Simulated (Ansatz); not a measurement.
## HfBeSi, space group P6_3/mmc: a comparison of functionals at one structure, step by step

Computed with the Ansatz DFT code, driven from Python.

Typed at the interpreter:
```pycon
>>> import warnings
>>> import ansatz
>>> warnings.simplefilter("ignore", ansatz.DeckWarning)
>>> crystal = (
...     ansatz.Lattice.from_parameters(3.693373, 3.693373, 7.105346, alpha=90, beta=90, gamma=120)
...     .space_group(194)
...     .atom("Hf", (0.0, 0.0, 0.0))
...     .atom("Be", (1 / 3, 2 / 3, 0.25))
...     .atom("Si", (1 / 3, 2 / 3, 0.75))
... )
>>> model = crystal.calculation()
>>> model = model.basis(37 * ansatz.Ry)
>>> model = model.accuracy("medium").kpoints(9, 9, 4)
>>> model = model.occupations("fermi_dirac", width=0.01)
>>> model = model.initial_density(normalization="cell")
>>> model = model.scf(tolerance=1e-09)
>>> rows = []
>>> for value in ["pbesol", "blyp", "r2scan"]:
...     report = model.functional(value).run(threads=1).report
...     rows.append((value, report["free_energy_ev"] / len(report["lattice"]["sites"]), report["n_iterations"], report["n_kpoints"]))
...
>>> print("  functional   F/atom (eV)    iterations      k-points")
  functional   F/atom (eV)    iterations      k-points
>>> for row in rows:
...     print(f"{str(row[0]):>12s}  {row[1]:12.5f}  {row[2]:12d}  {row[3]:12d}")
...
      pbesol   -5437.32007             9            36
        blyp   -5492.95263            10            36
      r2scan   -5489.17057             9            36
```

BLYP can be off by several per cent in the lattices of metals, and by several GPa in the pressure at a fixed cell. For a metal this k-point mesh is coarse: on a finer one energies can move by several to tens of meV an atom and pressures by half a GPa or more, differences at one mesh by less. Spin-orbit coupling, which matters for elements this heavy, is left out. This cell is a computed structure, which may not be the phase found in nature. Total energies of different functionals can't be compared; pressures, moments and gaps at this one structure can. The whole script took 40 s on 1 thread of Arm Neoverse V1 (shared host), peak memory 0.62 GiB.
